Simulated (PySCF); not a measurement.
**C7H16AlNO: geometry, NMR shifts**

Aim: predict the NMR shifts of C7H16AlNO (`C[O+](CC#N)[AlH2-][C](C)(C)C`).

The runs use PySCF 2.14.0, with density-fitted response routines of our own; the level of theory stands in each step. All values are computed, except where a source is named. Atoms count from 0, in the outputs and in this text.

## 1. Starting geometry

26 atoms, charge 0, multiplicity 1; geometry from: GFN2-xTB.

Bonds of the start (Å): C0–O1 1.41, O1–C2 1.41, C2–C3 1.45, C3–N4 1.14, O1–Al5 1.90, Al5–C6 2.04, C6–C7 1.54, C6–C8 1.53, C6–C9 1.54, C0–H10 1.09, C0–H11 1.09, C0–H12 1.09, C2–H13 1.10, C2–H14 1.10, Al5–H15 1.57, Al5–H16 1.58, C7–H17 1.09, C7–H18 1.09, C7–H19 1.09, C8–H20 1.09, C8–H21 1.09, C8–H22 1.09, C9–H23 1.09, C9–H24 1.09, C9–H25 1.09.

## 2. Geometry optimisation at PBE0-D3(BJ)/def2-SVP

The job: settings as JSON, then the geometry in Å.

```
{"job": {"xc": "PBE0", "basis": "def2-SVP", "d3": "d3bj", "grid": 1, "kind": "geom"}, "charge": 0, "multiplicity": 1}
C      1.964519    -1.393616    -0.396008
O      1.754648    -0.215119     0.354361
C      2.725303     0.792044     0.171422
C      2.784897     1.266951    -1.196619
N      2.833194     1.614559    -2.283050
Al     0.160875    -0.106466     1.390858
C     -1.425727     0.030414     0.117195
C     -1.333324     1.137415    -0.943993
C     -1.881099    -1.273953    -0.551537
C     -2.509146     0.441601     1.131546
H      2.912381    -1.864872    -0.121015
H      1.137761    -2.056685    -0.139529
H      1.951764    -1.185535    -1.468760
H      2.417664     1.615295     0.828463
H      3.721274     0.431796     0.470291
H      0.359757    -1.471113     2.140606
H      0.593710     1.223069     2.116806
H     -0.981309     2.064821    -0.488027
H     -2.306458     1.333774    -1.398990
H     -0.635843     0.865424    -1.737852
H     -1.222496    -1.542429    -1.378147
H     -1.870802    -2.089410     0.174504
H     -2.896122    -1.184523    -0.944389
H     -2.623873    -0.333113     1.892646
H     -3.479396     0.605285     0.657483
H     -2.215288     1.362240     1.641572
```

The log of the run:

```text
step   0  E = -647.77981721  max force = 0.035423
step   1  E = -647.78803333  max force = 0.004806
step   2  E = -647.78856772  max force = 0.003140
step   3  E = -647.78881401  max force = 0.002423
step   4  E = -647.78901137  max force = 0.001630
step   5  E = -647.78914520  max force = 0.001047
step   6  E = -647.78924234  max force = 0.000931
step   7  E = -647.78930653  max force = 0.000851
step   8  E = -647.78936672  max force = 0.000861
step   9  E = -647.78942650  max force = 0.000621
step  10  E = -647.78947722  max force = 0.000744
step  11  E = -647.78949563  max force = 0.000841
step  12  E = -647.78950996  max force = 0.000871
step  13  E = -647.78952546  max force = 0.000540
step  14  E = -647.78952909  max force = 0.000370
optimisation converged
```

It took 8.4 min on 1 thread, shared host.

Relaxation path:

```csv
step,energy from step 0 (eV),largest force component (eV/Å)
0,0.0000,1.8215
1,-0.2236,0.2471
2,-0.2381,0.1615
3,-0.2448,0.1246
4,-0.2502,0.0838
5,-0.2538,0.0538
6,-0.2565,0.0479
7,-0.2582,0.0438
8,-0.2599,0.0443
9,-0.2615,0.0319
10,-0.2629,0.0383
11,-0.2634,0.0432
12,-0.2638,0.0448
13,-0.2642,0.0278
14,-0.2643,0.0190
```

Close pairs (by a distance rule), those that changed most:

```
   bond  before (Å)  after (Å)  change (Å)
 O1–Al5       1.904      2.040      +0.135
 Al5–C6       2.039      1.996      -0.043
Al5–H15       1.570      1.606      +0.036
Al5–H16       1.575      1.611      +0.036
 C9–H24       1.092      1.109      +0.016
 C8–H22       1.092      1.108      +0.016
 C7–H18       1.092      1.108      +0.016
  C2–C3       1.449      1.465      +0.015
```

The end geometry stands in the next job.

| at the end point | value |
| --- | --- |
| point group (found at 0.08 Å tolerance) | C1 |
| rotational constants (GHz, main isotopes) | 1.573, 0.702, 0.614 |
| dipole moment (D) | 3.79 |

## 3. NMR shieldings: PBE0/pcSseg-1

The job: settings as JSON, then the geometry in Å.

```
{"job": {"kind": "nmr", "xc": "PBE0", "basis": "pcSseg-1"}, "charge": 0, "multiplicity": 1}
C      2.071007    -1.642859    -0.190582
O      1.684017    -0.365409     0.310593
C      2.516371     0.715465    -0.049406
C      2.523747     0.948822    -1.495331
N      2.537326     1.106526    -2.640599
Al     0.060002    -0.092746     1.514285
C     -1.429750     0.182561     0.214593
C     -1.188593     1.434471    -0.629596
C     -1.587339    -1.031275    -0.701650
C     -2.708313     0.365247     1.037661
H      3.098020    -1.873040     0.133374
H      1.374735    -2.370921     0.240344
H      2.004050    -1.654853    -1.288802
H      2.128195     1.599953     0.477655
H      3.549319     0.531380     0.294471
H      0.129878    -1.504185     2.277312
H      0.649557     1.220698     2.237392
H     -1.051402     2.334739    -0.006949
H     -2.045548     1.635215    -1.303157
H     -0.301380     1.338271    -1.279449
H     -0.707415    -1.177440    -1.352347
H     -1.742305    -1.964262    -0.133456
H     -2.458831    -0.914598    -1.376394
H     -2.933754    -0.520163     1.656913
H     -3.586370     0.530470     0.381411
H     -2.647552     1.236303     1.713044
```

Method: GIAO PBE0/pcSseg-1 NMR shielding, non-relativistic, gas phase.

The log of the run:

```text
coarse grid: 21296 points
cycle   1  E = -647.8932158943  dE =  7.896e-01  |g| = 6.935e-01  |ddm| = 4.311e+00
cycle   2  E = -647.6738517552  dE =  2.194e-01  |g| = 1.223e+00  |ddm| = 1.535e+00
cycle   3  E = -647.9985233097  dE = -3.247e-01  |g| = 2.482e-01  |ddm| = 9.931e-01
cycle   4  E = -648.0106055446  dE = -1.208e-02  |g| = 7.832e-02  |ddm| = 2.040e-01
cycle   5  E = -648.0118763352  dE = -1.271e-03  |g| = 1.912e-02  |ddm| = 7.217e-02
cycle   6  E = -648.0119465542  dE = -7.022e-05  |g| = 5.176e-03  |ddm| = 1.614e-02
cycle   7  E = -648.0119518675  dE = -5.313e-06  |g| = 1.337e-03  |ddm| = 4.973e-03
final grid: 198504 points
cycle   8  E = -648.0826644475  dE = -4.621e-05  |g| = 1.481e-02  |ddm| = 3.966e-02
cycle   9  E = -648.0826206065  dE =  4.384e-05  |g| = 2.115e-02  |ddm| = 2.546e-02
cycle  10  E = -648.0827095153  dE = -8.891e-05  |g| = 1.838e-03  |ddm| = 1.520e-02
cycle  11  E = -648.0827102072  dE = -6.919e-07  |g| = 5.706e-04  |ddm| = 1.634e-03
cycle  12  E = -648.0827102605  dE = -5.325e-08  |g| = 2.910e-04  |ddm| = 5.365e-04
cycle  13  E = -648.0827102775  dE = -1.702e-08  |g| = 5.902e-05  |ddm| = 2.000e-04
cycle  14  E = -648.0827102783  dE = -7.428e-10  |g| = 1.771e-05  |ddm| = 6.167e-05
converged SCF energy = -648.0827102783

GIAO shielding tensors (ppm)
atom      isotropic    diamagn.    paramagn.     s11        s22        s33       span
  0 C      122.158     246.547    -124.389     88.123     98.490    179.861     91.738
  1 O      315.271     406.536     -91.265    286.932    302.565    356.317     69.385
  2 C      123.719     242.196    -118.477     97.588    102.370    171.199     73.611
  3 C       65.642     262.628    -196.986    -51.432    -43.677    292.036    343.467
  4 N      -62.982     338.173    -401.155   -247.883   -214.046    272.984    520.868
  5 Al     374.730     799.159    -424.430    371.017    374.981    378.192      7.175
  6 C      170.281     247.866     -77.585    162.928    169.880    178.034     15.106
  7 C      154.558     251.232     -96.674    138.040    142.266    183.369     45.329
  8 C      154.571     250.760     -96.189    138.570    142.370    182.773     44.203
  9 C      158.344     247.136     -88.792    143.255    144.527    187.249     43.993
 10 H       28.084      27.885       0.199     24.480     24.934     34.837     10.357
 11 H       26.925      31.129      -4.204     22.676     26.416     31.682      9.005
 12 H       27.258      31.181      -3.923     24.606     25.162     32.005      7.399
 13 H       26.150      29.004      -2.855     22.244     26.451     29.755      7.511
 14 H       27.425      25.172       2.254     22.626     26.508     33.142     10.517
 15 H       27.031      32.275      -5.244     23.532     26.141     31.420      7.887
 16 H       27.172      32.383      -5.211     23.759     26.573     31.183      7.424
 17 H       30.017      33.455      -3.438     26.655     27.286     36.110      9.455
 18 H       30.488      32.996      -2.509     27.135     28.160     36.168      9.032
 19 H       30.051      36.265      -6.215     24.746     28.907     36.498     11.752
 20 H       30.345      35.539      -5.194     25.701     29.668     35.666      9.965
 21 H       30.009      33.192      -3.184     26.458     27.359     36.209      9.751
 22 H       30.482      32.745      -2.263     27.256     27.959     36.231      8.975
 23 H       30.259      30.537      -0.278     25.780     27.821     37.176     11.395
 24 H       30.628      30.378       0.250     27.387     27.920     36.578      9.191
 25 H       30.278      30.537      -0.259     25.830     27.846     37.158     11.327
```

Wall time 68 s (1 thread, shared host).

Shifts follow as δ = σ(reference) − σ, with reference shieldings (ppm) from runs at the same level and on the same kind of geometry: ¹H TMS 31.27, ¹³C TMS 184.4, ¹⁵N NH3 265.7, ¹⁷O H2O 334.6, ²⁷Al AlH4- 489.3. The references are single molecules in the gas phase, so shifts against H2O, NH3, PH3, H3PO4 or CFCl3 are not on the usual liquid scales and can be off by tens of ppm. Shifts against hydride references such as AlH4− lie on their own scale. Atoms listed in one row are averaged.

| atoms | environment | σ (ppm) | δ (ppm) |
| --- | --- | --- | --- |
| C3 | nitrile carbon | 65.6 | 118.8 |
| C0 | methyl carbon bonded to O | 122.2 | 62.3 |
| C2 | sp3 CH2 bonded to O, α to a nitrile | 123.7 | 60.7 |
| C7, C8, C9 | methyl carbon | 155.8 | 28.6 |
| C6 | fully substituted sp3 carbon bonded to Al | 170.3 | 14.1 |
| H13, H14 | hydrogen on an sp3 CH2 bonded to O, α to a nitrile | 26.79 | 4.48 |
| H15, H16 | hydrogen on an aluminium bonded to C, O | 27.10 | 4.17 |
| H10, H11, H12 | hydrogen on a methyl carbon bonded to O | 27.42 | 3.84 |
| H17, H18, H19, H20, H21 and 4 more | hydrogen on a methyl carbon | 30.28 | 0.98 |
| O1 | donor oxygen of a Lewis adduct | 315.3 | 19.3 |
| N4 | nitrile nitrogen | -63.0 | 328.7 |
| Al5 | aluminium bonded to C, O, 2 H | 374.7 | 114.6 |

Charges from the same density, by scheme (e):

```csv
atoms,Mulliken,IAO,Hirshfeld,ESP fit
C0,-0.04,-0.21,-0.01,-0.32
O1,-0.63,-0.30,-0.03,-0.03
C2,0.12,-0.08,0.06,-0.30
C3,0.03,0.11,0.09,0.40
N4,-0.22,-0.20,-0.18,-0.42
Al5,0.87,0.61,0.35,0.56
C6,-0.77,-0.28,-0.12,0.40
"C7, C8, C9",-0.21,-0.39,-0.12,-0.45
```

Mayer bond orders: C0–O1 0.82, O1–C2 0.85, C2–C3 1.00, C3–N4 2.99, O1–Al5 0.21, Al5–C6 0.74, C6–C7 1.01, C6–C8 1.01, C6–C9 1.01.

## 4. Nuclear shieldings: KT2/pcSseg-1

Settings changed since step 3:

```diff
@@ -1,2 +1,2 @@
-{"job": {"kind": "nmr", "xc": "PBE0", "basis": "pcSseg-1"}, "charge": 0, "multiplicity": 1}
+{"job": {"kind": "nmr", "xc": "KT2", "basis": "pcSseg-1", "pop": false}, "charge": 0, "multiplicity": 1}
 C      2.071007    -1.642859    -0.190582
```

With the program's defaults for keys left out, this is: GIAO KT2/pcSseg-1 NMR shielding, non-relativistic, gas phase.

The log of the run:

```text
coarse grid: 21296 points
cycle   1  E = -657.5046752553  dE =  6.627e-01  |g| = 8.414e-01  |ddm| = 4.367e+00
cycle   2  E = -656.9181516450  dE =  5.865e-01  |g| = 1.766e+00  |ddm| = 2.525e+00
cycle   3  E = -657.6369892620  dE = -7.188e-01  |g| = 4.417e-01  |ddm| = 1.870e+00
cycle   4  E = -657.6782053475  dE = -4.122e-02  |g| = 1.393e-01  |ddm| = 3.657e-01
cycle   5  E = -657.6823938848  dE = -4.189e-03  |g| = 4.217e-02  |ddm| = 1.602e-01
cycle   6  E = -657.6827622337  dE = -3.683e-04  |g| = 1.167e-02  |ddm| = 3.918e-02
cycle   7  E = -657.6827941069  dE = -3.187e-05  |g| = 3.280e-03  |ddm| = 1.343e-02
cycle   8  E = -657.6827963698  dE = -2.263e-06  |g| = 9.698e-04  |ddm| = 3.828e-03
final grid: 198504 points
cycle   9  E = -657.7348759065  dE = -3.504e-04  |g| = 2.165e-02  |ddm| = 6.851e-02
cycle  10  E = -657.7347184365  dE =  1.575e-04  |g| = 3.233e-02  |ddm| = 4.931e-02
cycle  11  E = -657.7349687666  dE = -2.503e-04  |g| = 5.780e-03  |ddm| = 3.576e-02
cycle  12  E = -657.7349752745  dE = -6.508e-06  |g| = 2.201e-03  |ddm| = 5.956e-03
cycle  13  E = -657.7349761592  dE = -8.846e-07  |g| = 9.985e-04  |ddm| = 1.964e-03
cycle  14  E = -657.7349763835  dE = -2.243e-07  |g| = 1.767e-04  |ddm| = 7.888e-04
cycle  15  E = -657.7349763887  dE = -5.224e-09  |g| = 7.154e-05  |ddm| = 1.749e-04
cycle  16  E = -657.7349763898  dE = -1.059e-09  |g| = 1.799e-05  |ddm| = 7.716e-05
cycle  17  E = -657.7349763898  dE = -7.617e-11  |g| = 3.226e-06  |ddm| = 2.002e-05
converged SCF energy = -657.7349763898

GIAO shielding tensors (ppm)
atom      isotropic    diamagn.    paramagn.     s11        s22        s33       span
  0 C      119.886     248.014    -128.128     84.983     95.899    178.776     93.793
  1 O      300.618     406.874    -106.256    271.936    286.022    343.897     71.961
  2 C      120.716     245.600    -124.884     93.860     99.248    169.042     75.181
  3 C       75.956     262.562    -186.606    -34.174    -25.458    287.500    321.674
  4 N      -41.286     339.686    -380.972   -212.171   -180.054    268.366    480.537
  5 Al     371.090     803.022    -431.932    361.937    368.537    382.795     20.859
  6 C      163.030     248.869     -85.839    158.243    160.703    170.144     11.901
  7 C      152.323     251.952     -99.629    134.753    139.374    182.843     48.090
  8 C      152.537     251.570     -99.034    135.676    139.577    182.357     46.682
  9 C      156.975     248.358     -91.383    141.157    142.577    187.190     46.033
 10 H       27.968      27.783       0.184     24.482     24.891     34.530     10.048
 11 H       26.819      31.793      -4.974     22.788     26.263     31.407      8.619
 12 H       27.059      31.612      -4.553     24.518     24.888     31.770      7.251
 13 H       25.928      30.010      -4.082     22.230     26.306     29.249      7.019
 14 H       27.214      24.980       2.234     22.437     26.559     32.646     10.209
 15 H       26.667      32.411      -5.745     23.190     25.917     30.893      7.703
 16 H       26.799      32.558      -5.758     23.401     26.329     30.667      7.266
 17 H       29.799      33.584      -3.785     26.504     27.266     35.628      9.124
 18 H       30.378      32.881      -2.504     27.343     28.137     35.653      8.309
 19 H       29.823      36.837      -7.014     24.690     28.790     35.990     11.300
 20 H       30.134      36.136      -6.002     25.697     29.534     35.169      9.471
 21 H       29.803      33.317      -3.514     26.326     27.326     35.757      9.431
 22 H       30.375      32.648      -2.273     27.456     27.942     35.726      8.270
 23 H       30.093      30.795      -0.702     25.763     27.754     36.762     10.999
 24 H       30.558      30.358       0.200     27.701     27.845     36.127      8.426
 25 H       30.111      30.815      -0.704     25.814     27.778     36.740     10.926
```

Wall time 99 s (1 thread, shared host).

In short: δ C3 107.3, C0 63.3, C2 62.5, C7 29.3, H13 4.61, H15 4.45 ppm (means over like atoms).

## 5. Run by run: NMR shifts

Shifts (ppm) of some atoms, chosen among heavy atoms and hydrogens apart, means over like atoms, with basis size and wall time:

```csv
run,C3,C6,H13,H15,O1,N4,Al5,functions,time
PBE0/pcSseg-1,118.8,14.1,4.48,4.17,19.3,328.7,114.6,257,68 s
KT2/pcSseg-1,107.3,20.2,4.61,4.45,30.0,305.6,126.6,257,99 s
```

## 6. Outcome

```
                                                               quantity                              value
                                                            point group                                 C1
                                   rotational constants (main isotopes)               1.57, 0.70, 0.61 GHz
¹³C shifts against TMS (PBE0/pcSseg-1, means over atoms taken as alike)  118.8, 62.3, 60.7, 28.6, 14.1 ppm
 ¹H shifts against TMS (PBE0/pcSseg-1, means over atoms taken as alike)         4.48, 4.17, 3.84, 0.98 ppm
                                 ¹⁷O shifts against H2O (PBE0/pcSseg-1)                           19.3 ppm
                                 ¹⁵N shifts against NH3 (PBE0/pcSseg-1)                          328.7 ppm
                              ²⁷Al shifts against AlH4- (PBE0/pcSseg-1)                          114.6 ppm
                                               range of the shift of N4                 305.6 to 328.7 ppm
```

The optimisation took 14 steps and gained 0.264 eV; among the close pairs (by a distance rule), O1–Al5 changed most, from 1.904 to 2.040 Å. The most deshielded carbon is C3 (nitrile carbon), at 118.8 ppm: this is the usual window of a C≡N carbon, which has no attached hydrogen. H13, H14 (mean) (hydrogen on an sp3 CH2 bonded to O, α to a nitrile) lies farthest downfield among hydrogen, at 4.48 ppm; its carbon carries O, hence the downfield position. At PBE0/pcSseg-1: The widest tensor belongs to N4: span 521 ppm, with a paramagnetic part of -401 ppm. In ppm, N4 moves most: its shift spreads over 23.1 ppm, from 305.6 (KT2/pcSseg-1) to 328.7 (PBE0/pcSseg-1).
